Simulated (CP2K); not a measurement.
**CH2AlFTe (SMILES F[CH]1[AlH][Te]1): PM3**

What is the energy difference between two shapes of CH2AlFTe at PM3? 

The results are computed with CP2K 2026.2.

1 further run of the same task is left out (it didn't finish).

## (1) The molecule

CH2AlFTe: 6 atoms, total charge 0, spin state singlet. As SMILES, `F[CH]1[AlH][Te]1`. Geometry: a GFN2-xTB relaxation, a rough one for these elements and not checked as a minimum.

Bond lengths: F1–C2 1.374 Å, C2–Al3 1.975 Å, Al3–Te4 2.478 Å, C2–H5 1.093 Å, Al3–H6 1.541 Å. Angles: F1–C2–Al3 121.6°, C2–Al3–Te4 64.7°, F1–C2–H5 106.4°, Al3–C2–H5 131.6°, C2–Al3–H6 139.1°, Te4–Al3–H6 156.0°.

## (2) Energy and forces at PM3

The input, mol.inp:

```
&GLOBAL
  PROJECT mol
  RUN_TYPE ENERGY_FORCE
  PRINT_LEVEL MEDIUM
&END GLOBAL

&FORCE_EVAL
  METHOD Quickstep
  &DFT
    &QS
      METHOD PM3
      EPS_DEFAULT 1.0E-10
      &SE
        &COULOMB
          CUTOFF [angstrom] 50
          RC_RANGE [angstrom] 0
        &END COULOMB
        &EXCHANGE
          CUTOFF [angstrom] 50
          RC_RANGE [angstrom] 0
        &END EXCHANGE
      &END SE
    &END QS
    &POISSON
      PERIODIC NONE
      POISSON_SOLVER ANALYTIC
    &END POISSON
    &SCF
      SCF_GUESS ATOMIC
      EPS_SCF 1.0E-07
      MAX_SCF 150
      ADDED_MOS 8
      &DIAGONALIZATION
        ALGORITHM STANDARD
      &END DIAGONALIZATION
      &MIXING
        METHOD DIRECT_P_MIXING
        ALPHA 0.4
      &END MIXING
    &END SCF
    &PRINT
      &MOMENTS
        PERIODIC F
        REFERENCE COM
        MAX_MOMENT 1
      &END MOMENTS
      &MO ON
        ENERGIES T
        OCCUPATION_NUMBERS T
        NDIGITS 6
        &EACH
          QS_SCF 0
        &END EACH
        ADD_LAST NUMERIC
      &END MO
      &HIRSHFELD OFF
      &END HIRSHFELD
    &END PRINT
  &END DFT
  &SUBSYS
    # box in angstrom
    &CELL
      ABC 10.7 11 11.8
      PERIODIC NONE
    &END CELL
    &COORD
      F      0.732530    -1.645930    -0.518140
      C      0.396230    -0.316400    -0.602770
      Al    -0.183280     0.706950     0.983870
      Te    -2.013650    -0.130240    -0.461110
      H      0.633880    -0.002740    -1.622280
      H      0.434290     1.388360     2.220430
    &END COORD
    &TOPOLOGY
      &CENTER_COORDINATES
      &END CENTER_COORDINATES
    &END TOPOLOGY
  &END SUBSYS
  # extra output
  &PRINT
    &FORCES ON
    &END FORCES
  &END PRINT
&END FORCE_EVAL
```

Launch:

```console
$ OMP_NUM_THREADS=1 cp2k.psmp -i mol.inp > mol.out 2>&1
```

Standard output, cut to the lines that bear on the results:

```text
CP2K| version string:                                       CP2K version 2026.2
[...]
 GLOBAL| Method name                                                        CP2K
[...]
 GLOBAL| Run type                                                   ENERGY_FORCE
[...]
 *** WARNING in qs_environment.F:2210 :: More added MOs requested than     ***
 *** available. The full set of unoccupied MOs will be used. Use           ***
 *** 'ADDED_MOS -1' to always use all available MOs and to get rid of this ***
[...]
                             - Atoms:                                          6
[...]
                             - Spherical basis functions:                     18
[...]
 Number of electrons:                                                         22
[...]
     1 P_Mix/Diag. 0.40E+00    0.0     0.82356429       -26.6800544591 -2.67E+01
[...]
    64 DIIS/Diag.  0.51E-07    0.0     0.00000010       -29.6274049217 -4.97E-14
  *** SCF run converged in    64 steps ***
  Core-core repulsion energy [eV]:                            964.60484145629471
  Core Hamiltonian energy [eV]:                             -1336.33606401666793
  Two-electron integral energy [eV]:                         -868.94293087408005
  Electronic energy [eV]:                                   -1770.80752945370796
  Total energy [eV]:                                         -806.20268799741325
  Atomic reference energy [eV]:                               808.08656042131975
  Heat of formation [kcal/mol]:                                43.44313358268058
[...]
 SE_DIPOLE| Moment [Debye]         -0.07956233      -1.24524558       0.40052492
 SE_DIPOLE| Derivative [a.u.]       0.00000000       0.00000000       0.00000000
 ENERGY| Total FORCE_EVAL ( QS ) energy [hartree]            -29.627404921678309
 FORCES| Atomic forces [hartree/bohr]
 FORCES|   Atom     x               y               z               |f|
 FORCES|      1 -1.03276286E-02  6.66797400E-02  1.43721976E-02   6.89884606E-02
 FORCES|      2 -2.76199280E-02 -4.21357911E-02  9.86966495E-03   5.13390261E-02
 FORCES|      3  3.21637399E-02 -2.95699933E-02 -3.31238057E-02   5.48277045E-02
 FORCES|      4  1.69157802E-03 -1.99418545E-03 -5.32615540E-03   5.93347649E-03
 FORCES|      5  5.80436785E-03  6.15746279E-03  1.12303679E-02   1.40615147E-02
 FORCES|      6 -1.71212920E-03  8.62767125E-04  2.97773072E-03   3.54155810E-03
 FORCES| Sum     2.22044605E-16 -3.60822483E-16  2.35922393E-16
 FORCES| Total atomic force                                       4.84928908E-16
[...]
```

Run time: 1.1 s. Hardware: 1 thread of Intel Xeon 6975P-C (Granite Rapids), shared host; peak memory 0.18 GiB.

## (3) The distorted shape at the same level

The input, run.inp:

```
&GLOBAL
   PROJECT_NAME run
   RUN_TYPE ENERGY_FORCE
   PRINT_LEVEL MEDIUM
&END GLOBAL
&FORCE_EVAL
   METHOD QS
   &DFT
      CHARGE 0
      MULTIPLICITY 1
      &QS
         METHOD PM3
         EPS_DEFAULT 1.0E-10
         &SE
            &COULOMB
               CUTOFF [angstrom] 50
               RC_RANGE [angstrom] 0
            &END COULOMB
            &EXCHANGE
               CUTOFF [angstrom] 50
               RC_RANGE [angstrom] 0
            &END EXCHANGE
         &END SE
      &END QS
      &POISSON
         PERIODIC NONE
         POISSON_SOLVER ANALYTIC
      &END POISSON
      &SCF
         SCF_GUESS ATOMIC
         EPS_SCF 1.0E-07
         MAX_SCF 150
         ADDED_MOS 8
         &DIAGONALIZATION
            ALGORITHM STANDARD
         &END DIAGONALIZATION
         &MIXING
            METHOD DIRECT_P_MIXING
            ALPHA 0.4
         &END MIXING
      &END SCF
      &PRINT
         &MOMENTS
            PERIODIC F
            REFERENCE COM
            MAX_MOMENT 1
         &END MOMENTS
         &MO ON
            ENERGIES T
            OCCUPATION_NUMBERS T
            NDIGITS 6
            &EACH
               QS_SCF 0
            &END EACH
            ADD_LAST NUMERIC
         &END MO
         &HIRSHFELD OFF
         &END HIRSHFELD
      &END PRINT
   &END DFT
   &SUBSYS
      &CELL
         ABC [angstrom] 10.7 11 11.9
         PERIODIC NONE
      &END CELL
      &COORD
         F      0.734207    -1.672821    -0.478193
         C      0.382977    -0.336694    -0.610559
         Al    -0.204893     0.733501     0.976990
         Te    -2.005807    -0.137423    -0.481773
         H      0.626611     0.001502    -1.648612
         H      0.429985     1.361420     2.229820
      &END COORD
      &TOPOLOGY
         &CENTER_COORDINATES
         &END CENTER_COORDINATES
      &END TOPOLOGY
   &END SUBSYS
   &PRINT
      &FORCES ON
      &END FORCES
   &END PRINT
&END FORCE_EVAL
```

Launch:

```console
$ OMP_NUM_THREADS=1 cp2k.psmp -i run.inp > run.out 2>&1
```

Standard output, cut to the lines that bear on the results:

```text
CP2K| version string:                                       CP2K version 2026.2
[...]
 GLOBAL| Method name                                                        CP2K
[...]
 GLOBAL| Run type                                                   ENERGY_FORCE
[...]
                             - Atoms:                                          6
[...]
                             - Spherical basis functions:                     18
[...]
 Number of electrons:                                                         22
[...]
     1 P_Mix/Diag. 0.40E+00    0.0     0.82395095       -26.7014252746 -2.67E+01
[...]
    43 DIIS/Diag.  0.58E-07    0.0     0.00000009       -29.6237926535 -1.78E-14
  *** SCF run converged in    43 steps ***
  Core-core repulsion energy [eV]:                            961.17320425371497
  Core Hamiltonian energy [eV]:                             -1335.90112208214236
  Two-electron integral energy [eV]:                         -862.75295070450795
  Electronic energy [eV]:                                   -1767.27759743439628
  Total energy [eV]:                                         -806.10439318068131
  Atomic reference energy [eV]:                               808.08656042131975
  Heat of formation [kcal/mol]:                                45.70986608514813
[...]
 SE_DIPOLE| Moment [Debye]          0.04079372      -1.41485790       0.51947509
 SE_DIPOLE| Derivative [a.u.]       0.00000000       0.00000000       0.00000000
 ENERGY| Total FORCE_EVAL ( QS ) energy [hartree]            -29.623792653472876
 FORCES| Atomic forces [hartree/bohr]
 FORCES|   Atom     x               y               z               |f|
 FORCES|      1 -1.29857922E-02  7.75733762E-02  7.36280449E-03   7.89966480E-02
 FORCES|      2 -2.22985774E-02 -4.65473983E-02  2.70092422E-03   5.16834774E-02
 FORCES|      3  3.10114636E-02 -2.84523785E-02 -3.23563808E-02   5.30865717E-02
 FORCES|      4  1.57883684E-03 -2.75172791E-03 -5.55819875E-03   6.39986762E-03
 FORCES|      5  3.73994734E-03 -1.07617251E-03  2.37493126E-02   2.40660591E-02
 FORCES|      6 -1.04587816E-03  1.25430099E-03  4.10153827E-03   4.41471950E-03
 FORCES| Sum    -5.03069808E-16  8.32667268E-16  1.52655666E-16
 FORCES| Total atomic force                                       9.84742486E-16
[...]
```

Run time: 0.95 s. Hardware: 1 thread of Intel Xeon 6975P-C (Granite Rapids), shared host; peak memory 0.18 GiB.

## (4) Results

Level: PM3.

| quantity | value |
| --- | --- |
| first shape: total energy | -29.62740 Eh |
| first shape: dipole moment | 1.31 D |
| first shape: HOMO energy | -9.33 eV |
| first shape: LUMO energy | -3.64 eV |
| first shape: HOMO–LUMO gap | 5.69 eV |
| first shape: heat of formation at this unrelaxed shape | 43.4 kcal/mol |
| first shape: largest force on an atom | 3.548 eV/Å |
| distorted shape: total energy | -29.62379 Eh |
| distorted shape: dipole moment | 1.51 D |
| distorted shape: HOMO energy | -9.34 eV |
| distorted shape: LUMO energy | -3.67 eV |
| distorted shape: HOMO–LUMO gap | 5.67 eV |
| distorted shape: heat of formation at this unrelaxed shape | 45.7 kcal/mol |
| distorted shape: largest force on an atom | 4.062 eV/Å |
| energy change with the atoms displaced | 0.098 eV |

In words: With the atoms displaced the energy rises by 0.10 eV (9.5 kJ/mol). The first shape isn't relaxed at this level, so the change isn't measured from a minimum. The largest force (first shape) is 3.55 eV/Å: the shape isn't a stationary point for this species at this level.
